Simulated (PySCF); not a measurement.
Molecule: SiSH4, in a box.

```
Si S H
1.0
    12.00000    0.00000    0.00000
     0.00000   12.00000    0.00000
     0.00000    0.00000   13.00000
Si S H
1 1 4
Direct
  0.51704 0.49626 0.46557
  0.60680 0.51716 0.60625
  0.39537 0.51202 0.48052
  0.54024 0.38002 0.43353
  0.55617 0.57498 0.38518
  0.57503 0.62348 0.62005
```

Base run:

* Program: PySCF 2.14.0
* Functional: PBE
* Potentials or basis: 6-31g* (all-electron)
* k mesh: 1 × 1 × 1
* Occupations: fixed
* Spin: no spin polarisation

Its results: gap between the frontier levels 5.52 eV.

Question: The run is repeated on the same cell with these changes: functional from PBE to r2SCANh. What comes out?

Answer: Gap between the frontier levels 6.98 eV.

r2SCANh gives the wider gap, since exact exchange removes part of the self-interaction.

Caveats: this is a molecule in a periodic box at the Γ point, so its band gap is the HOMO-LUMO gap; the basis of atomic orbitals isn't converged, which shifts pressures, moduli and gaps.

